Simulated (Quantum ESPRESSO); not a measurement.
**TaF3 under changes of volume**

One of the cells (14.843 Å³/atom); the others are scaled copies at fixed shape and fractional positions:

```xyz
4
Lattice="3.9012 0.0000 0.0000 0.0000 3.9012 0.0000 0.0000 0.0000 3.9012" Properties=species:S:1:pos:R:3 pbc="T T T"
Ta    0.0000    0.0000    0.0000
F     0.0000    0.0000    1.9506
F     0.0000    1.9506    0.0000
F     1.9506    0.0000    0.0000
```

```yaml
Program: Quantum ESPRESSO 7.5
Functional: r2SCAN
Potentials_or_basis: SG15 PBE 1.2
Cutoff: 1197 eV
Density_cutoff: 4789 eV
k_mesh: 5 × 5 × 5
Occupations: fermi-dirac, width 0.05 eV
Spin: no spin polarisation
```

```csv
volume (Å³/atom),energy over the lowest point (meV/atom),pressure (GPa)
13.953,192.41,30.3
14.250,140.93,25.3
14.547,98.36,20.7
14.843,63.78,16.7
15.140,36.35,13.0
15.437,?,?
15.734,0.00,6.8
```

Q: What does the run at 15.437 Å³/atom give?

A: Energy over the lowest point 15.31 meV/atom; pressure 9.7 GPa.

Worked out: A Birch-Murnaghan fit of order 3 (a polynomial in V^(-2/3)) to the other rows has no minimum within the range. It gives 15.27 meV/atom at 15.437 Å³/atom, against the run's 15.31, and -dE/dV = 9.7 GPa, against 9.7.

Energies are extrapolated to zero smearing.

Caveats: the potentials were made for another functional, which shifts forces and pressure.
